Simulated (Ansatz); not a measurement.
HfIn4SiO6:

```xyz
12
Lattice="2.7160 -4.7033 0.0045 2.7160 4.7033 0.0045 -1.8631 0.0000 7.4041" Properties=species:S:1:pos:R:3 pbc="T T T"
Hf    2.7160    2.7768    0.0045
In    1.7845    1.2098    3.7066
In    2.7160   -0.3586    0.0045
In    1.7845    4.3741    3.7066
In    1.7845   -1.9666    3.7066
Si    2.7160   -3.4942    0.0045
O    -1.1351   -0.1798    6.4177
O     4.7040   -0.1798    0.9954
O     1.6933   -2.1708    6.4226
O     1.8757   -2.1708    0.9906
O     1.5632    1.2736    0.9906
O     2.0058    1.2736    6.4226
```

The cell was built by a generator and needn't be a form met in nature.

| Quantity | Value |
| --- | --- |
| Program | Ansatz 0.2.0 |
| Task | single point |
| Functional | PBE |
| Potentials or basis | Ansatz PAW |
| Cutoff | 420 eV (not typed: the program's choice for these potentials) |
| k mesh | 6 × 6 × 4 |
| Occupations | fermi-dirac, width 0.05 eV |
| Spin | no spin polarisation |

On this cell: pressure 0.0 GPa; largest force 0.013 eV/Å; band gap on the k mesh none (metal or under the smearing width).

The same run follows on a disturbed copy (atoms moved at random, drawn with an rms of 0.05 Å):

```
CELL_PARAMETERS angstrom
2.71603 -4.70332 0.00448
2.71603 4.70332 0.00448
-1.86309 0.00000 7.40415
ATOMIC_POSITIONS crystal
Hf 0.21457 0.79402 0.00787
In 0.35778 0.63418 0.49926
In 0.53348 0.45852 0.99591
In 0.03478 0.96645 0.50237
In 0.70285 0.28712 0.49763
Si 0.86373 0.12199 0.00215
O 0.10038 0.06482 0.85883
O 0.92263 0.89483 0.13392
O 0.84098 0.38353 0.86014
O 0.62759 0.15745 0.12992
O 0.19101 0.46644 0.13970
O 0.52878 0.80229 0.86781
```

Problem. What does the disturbed cell give?

Solution. The energy (extrapolated to zero smearing) moves by +14.9 meV/atom; pressure -0.5 GPa; largest force 1.376 eV/Å; band gap on the k mesh none (metal or under the smearing width).

Forces in eV/Å, atoms in the order of the input:
```
Hf  -0.725  1.114 -0.359
In   0.001 -0.238  0.013
In  -0.027 -0.304 -0.242
In  -0.091  0.159  0.075
In   0.072  0.069  0.155
Si   0.844 -0.418 -0.659
O    0.021 -0.251  0.931
O    0.101 -0.699 -0.189
O   -0.104 -0.156  0.607
O   -0.101  0.778  0.444
O    0.267 -0.083 -0.475
O   -0.258  0.029 -0.302
```

Stress tensor (GPa, compression positive):
```
-0.32 -0.08  0.47
-0.08  0.11  0.39
 0.47  0.39 -1.29
```
